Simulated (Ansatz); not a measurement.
**TePb: a single-point run**

The task is a single-point run on TePb. The structure is shown as the input types it.

Method: DFT, PBE, PAW with Ansatz's default frozen-core files, scalar-relativistic, in Ansatz 0.2.0.

**1. The structure to begin with**

The structure is cubic, space group Fm-3m (No. 225). The conventional cell has a = 6.572 Å, b = 6.572 Å, c = 6.572 Å, α = 90.00°, β = 90.00°, γ = 90.00°. Te (site symmetry m-3m) is surrounded by 6 Pb at 3.29 Å. Pb (site symmetry m-3m) has 6 Te at 3.29 Å as nearest neighbours.

Structure file:

```xyz
2
Lattice="0.0000 3.2859 3.2859 3.2859 0.0000 3.2859 3.2859 3.2859 0.0000" Properties=species:S:1:pos:R:3 pbc="T T T"
Te    3.2859    3.2859    3.2859
Pb    0.0000    0.0000    0.0000
```

**2. Running it**

The input, input.yaml:

```yaml
crystal:
  lattice:
    - [0.0, 3.2859177892, 3.2859177892]
    - [3.2859177892, 0.0, 3.2859177892]
    - [3.2859177892, 3.2859177892, 0.0]
  atoms:
    - { symbol: Te, position: [0.5, 0.5, 0.5] }
    - { symbol: Pb, position: [0.0, 0.0, 0.0] }
kpoints:
  mp_grid: { grid: [11, 10, 12] }
scf:
  occupations: { method: fermi_dirac, width: 0.05 }
  max_iter: 100
hamiltonian:
  xc: pbe
  pseudopotentials: { kind: paw }
output:
  forces: true
  stress: true
  eigenvalues: true
  efg: { contact_densities: true }
  populations: true
```

Started as:

```
$ ansatz run input.yaml --threads 2 --pin off --max-ram 5120MiB --backend cpu --events-out ev --progress --plain --runs-dir out
```

Q: Will this input give a usable result? If not, why, and what should change?

The program finished normally, with warnings (gradients without spin orbit, symmetry narrowed by mesh). Its log warns: «crystal.symmetry: narrowed to the stabiliser of the k-point mesh — unitary ops 48 → 2; excluded 46 operations that carry a point of the 11×10×12 mesh (shift [0, 0 ...»

The suspect setting: kpoints.mp_grid.grid is [11, 10, 12]. The risk: uneven k-mesh. The run converged, but that does not make its result sound.

Run again and compare: set kpoints.mp_grid.grid to [11, 11, 11].
